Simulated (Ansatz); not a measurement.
# Zn8Te7 zinc blende off rod (Zn₈Te₇Cl₂): structure and electronic state

What does Zn8Te7 zinc blende off rod (Zn₈Te₇Cl₂) look like as a singlet, and where do its frontier electrons sit?

Computed with Ansatz 0.2.0, Gaussian basis. Level: RKS PBE0-D4/def2-SVP.

The runs, in order: relaxation at PBE-D4/def2-SVP; a single point at PBE0-D4/def2-SVP.

### Step 1. The starting structure

17 atoms, charge 0, spin multiplicity 1.

Atoms are counted from 1 here; the program's logs count them from 0.

Bond lengths: Te1–Zn8 2.571 Å, Te1–Zn11 2.433 Å, Te2–Zn9 2.611 Å, Te2–Zn11 2.632 Å, Te2–Zn12 2.617 Å, Te3–Zn8 2.613 Å, Te3–Zn9 2.474 Å, Te3–Zn13 2.698 Å, Te4–Zn10 2.669 Å, Te4–Zn13 2.518 Å, Te4–Zn14 2.524 Å, Te5–Zn12 2.427 Å, Te5–Zn13 2.587 Å, Te6–Zn10 2.481 Å, Te6–Zn15 2.472 Å, Te7–Zn14 2.463 Å, Te7–Zn15 2.564 Å, Zn8–Cl16 2.199 Å and more. Angles: Zn8–Te1–Zn11 94.1°, Zn9–Te2–Zn11 66.5°, Zn9–Te2–Zn12 79.9°, Zn11–Te2–Zn12 119.2°, Zn8–Te3–Zn9 85.9°, Zn8–Te3–Zn13 134.0°, Zn9–Te3–Zn13 98.3°, Zn10–Te4–Zn13 116.9°, Zn10–Te4–Zn14 102.0°, Zn13–Te4–Zn14 134.6°, Zn12–Te5–Zn13 99.7°, Zn10–Te6–Zn15 88.3°, Zn14–Te7–Zn15 78.2°, Te1–Zn8–Te3 127.3°, Te1–Zn8–Cl16 117.0°, Te3–Zn8–Cl16 115.5°, Te2–Zn9–Te3 149.1°, Te4–Zn10–Te6 131.7° and more.

Geometry (Å):

```xyz
17

Te   -2.9406    0.0163   -5.5050
Te    1.9801   -0.4576   -5.3967
Te   -0.8520   -0.5909   -1.4000
Te    0.5849    0.6479    2.3825
Te    3.5032    1.2245   -1.0133
Te   -1.1492   -2.0850    5.7917
Te    1.5351    2.0175    6.8608
Zn   -2.7192    0.3528   -2.9657
Zn    0.3530   -1.1664   -3.4821
Zn   -0.5651   -1.5120    3.4490
Zn   -0.5414    0.1034   -5.9007
Zn    3.1565    0.6749   -3.3514
Zn    1.2045    0.5222   -0.0552
Zn    1.5871    1.7669    4.4109
Zn    0.0918   -0.0736    6.5152
Cl   -4.3659    1.3985   -1.9514
Cl   -0.8625   -2.8393    1.6112
```

Te takes a core potential in the def2 sets. No spin-orbit coupling is included.

The start is a GFN1-xTB geometry.

### Step 2. Optimising with PBE-D4/def2-SVP

File in.yaml:

```yaml
crystal:
  periodic: [false, false, false]
  atoms:
    - {symbol: Te, position_ang: [-2.940630, 0.016260, -5.504980]}
    - {symbol: Te, position_ang: [1.980090, -0.457640, -5.396680]}
    - {symbol: Te, position_ang: [-0.851980, -0.590900, -1.399990]}
    - {symbol: Te, position_ang: [0.584870, 0.647900, 2.382540]}
    - {symbol: Te, position_ang: [3.503170, 1.224500, -1.013270]}
    - {symbol: Te, position_ang: [-1.149240, -2.084960, 5.791660]}
    - {symbol: Te, position_ang: [1.535100, 2.017500, 6.860810]}
    - {symbol: Zn, position_ang: [-2.719240, 0.352830, -2.965650]}
    - {symbol: Zn, position_ang: [0.352970, -1.166410, -3.482130]}
    - {symbol: Zn, position_ang: [-0.565130, -1.512000, 3.448970]}
    - {symbol: Zn, position_ang: [-0.541400, 0.103380, -5.900670]}
    - {symbol: Zn, position_ang: [3.156460, 0.674880, -3.351390]}
    - {symbol: Zn, position_ang: [1.204530, 0.522220, -0.055220]}
    - {symbol: Zn, position_ang: [1.587060, 1.766870, 4.410890]}
    - {symbol: Zn, position_ang: [0.091760, -0.073630, 6.515240]}
    - {symbol: Cl, position_ang: [-4.365860, 1.398530, -1.951370]}
    - {symbol: Cl, position_ang: [-0.862540, -2.839340, 1.611230]}
basis:
  gaussian: {orbitals: def2-SVP, fitting: {mean_field: def2-universal-jkfit}}
hamiltonian: {xc: pbe, dispersion: d4}
scf: {lower_state_search: "off"}
output: {orbitals: {seedname: orbitals}}
relax: {f_tol: 0.03, max_steps: 70}
```

Launch:

```sh
> ansatz run in.yaml --threads 2 --pin off --events-out ev --progress --plain --max-ram 32768MiB --backend cuda --devices 0, --max-vram 18GiB
```

Further steps of the session: Single point, PBE0-D4/def2-SVP.

Before running them: what should the planned runs give, taken together? Wanted: point group; commonest bond; HOMO, LUMO at PBE0-D4/def2-SVP; dipole at PBE-D4/def2-SVP.

The runs gave:

```
                      quantity                             value
                   point group                                C1
                commonest bond  Te–Zn, 21 of mean length 2.650 Å
HOMO, LUMO at PBE0-D4/def2-SVP                   -5.78, -2.76 eV
     dipole at PBE-D4/def2-SVP                            6.39 D
```

**Reading.** The relaxation broke 0 and made 11 bonds, so the end is another structure than the start. No usable vibrations, so a minimum isn't proven. The HOMO lies nearest to Te6 61 %; Te7 27 % and the LUMO to Zn9 36 %; Zn11 24 %. Whether this spin is the lowest isn't tested here. The point group is read from a loosely relaxed geometry; soft torsions can leave it below the true symmetry.
